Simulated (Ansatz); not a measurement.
## MgCd3, space group P-6m2: an equation of state with a fit, step by step

Program: the Ansatz DFT code, driven from Python.

Notebook, run cell by cell (the value of a cell's last expression is shown):

```python
from dataclasses import dataclass

import ansatz as az
import numpy as np
from scipy.optimize import curve_fit
```

```python
@dataclass(frozen=True)
class RunConfig:
    xc: str = 'pbesol'
    ecut: int = 420
    filling: str = 'fermi_dirac'
    smearing_width: float = 0.05
    max_scf: int = 100
    mesh: tuple[int, ...] = (8, 8, 3)


cfg = RunConfig()
```

```python
VECTORS = np.array([
    [3.13457995, 0.0, 0.0],
    [-1.56728998, 2.71462587, 0.0],
    [0.0, 0.0, 10.03840946],
])
SITES = [
    ('Mg', [0.0, 0.0, 0.5]),
    ('Cd', [0.0, 0.0, 0.0]),
    ('Cd', [2 / 3, 1 / 3, 0.74778646]),
    ('Cd', [2 / 3, 1 / 3, 0.25221354]),
]
```

```python
def on_lattice(cell):
    crystal = az.Crystal(lattice=az.Lattice.of(cell))
    for symbol, position in SITES:
        crystal = crystal.atom(symbol, position)
    return crystal

def vinet(v, e0, v0, b0, b1):
    eta = (v / v0) ** (1 / 3)
    return e0 + 2 * b0 * v0 / (b1 - 1) ** 2 * (2 - (5 + 3 * b1 * (eta - 1) - 3 * eta) * np.exp(-1.5 * (b1 - 1) * (eta - 1)))
```

```python
volumes, energies = [], []
for scale in np.linspace(0.9, 1.1, 9):
    cell = VECTORS * scale ** (1 / 3)
    calculation = (
        on_lattice(cell).calculation()
        .functional(cfg.xc)
        .pseudopotentials('paw')
        .basis(cfg.ecut)
        .occupations(cfg.filling, width=cfg.smearing_width)
        .scf(max_iterations=cfg.max_scf)
        .kpoints(*cfg.mesh)
    )
    report = calculation.run().report
    volumes.append(abs(np.linalg.det(cell)) / len(SITES))
    energies.append(report['free_energy_ev'] / len(SITES))
    print(f'V = {volumes[-1]:8.4f} A^3/atom  F = {energies[-1]:.5f} eV/atom')
```

    V =  19.2193 A^3/atom  F = -6616.07887 eV/atom
    V =  19.7531 A^3/atom  F = -6616.09355 eV/atom
    V =  20.2870 A^3/atom  F = -6616.10169 eV/atom
    V =  20.8209 A^3/atom  F = -6616.10426 eV/atom
    V =  21.3547 A^3/atom  F = -6616.10212 eV/atom
    V =  21.8886 A^3/atom  F = -6616.09598 eV/atom
    V =  22.4225 A^3/atom  F = -6616.08648 eV/atom
    V =  22.9563 A^3/atom  F = -6616.07414 eV/atom
    V =  23.4902 A^3/atom  F = -6616.05944 eV/atom

```python
guess = (min(energies), volumes[int(np.argmin(energies))], 0.5, 4.5)
(e0, v0, b0, b1), _ = curve_fit(vinet, np.array(volumes), np.array(energies), p0=guess, maxfev=20000)
print(f'Vinet fit: V0 = {v0:.4f} A^3/atom, B0 = {160.21766 * b0:.1f} GPa, B1 = {b1:.2f}')
print('largest residual', round(1000 * float(np.abs(vinet(np.array(volumes), e0, v0, b0, b1) - energies).max()), 3), 'meV/atom')
```

    Vinet fit: V0 = 20.8307 A^3/atom, B0 = 54.9 GPa, B1 = 5.46
    largest residual 0.003 meV/atom

A third-order Birch-Murnaghan fit through the 9 points has its minimum at 20.83 Å³ an atom, 2.5 % below the typed cell, with a bulk modulus of 55 GPa and dB/dP = 5.5. From that minimum the energy rises by 25.4 meV an atom on the compressed side and 44.8 meV on the expanded side.

Reading the output:
- Absolute energies stand on the zero of these potentials, so only differences at equal settings mean something.
- Shape and fractional positions are held along the curve, so the bulk modulus is an upper value where they are free to relax, by a factor of two or more in layered or hydrogen-bonded cells.
- For a metal this k-point mesh is coarse: on a finer one energies can move by several to tens of meV an atom and pressures by half a GPa or more, differences at one mesh by less.
- This cell is a computed structure, which may not be the phase found in nature.
- The whole script took 40 s on 1 thread of Arm Neoverse V1, on a shared host, peak memory 0.44 GiB.
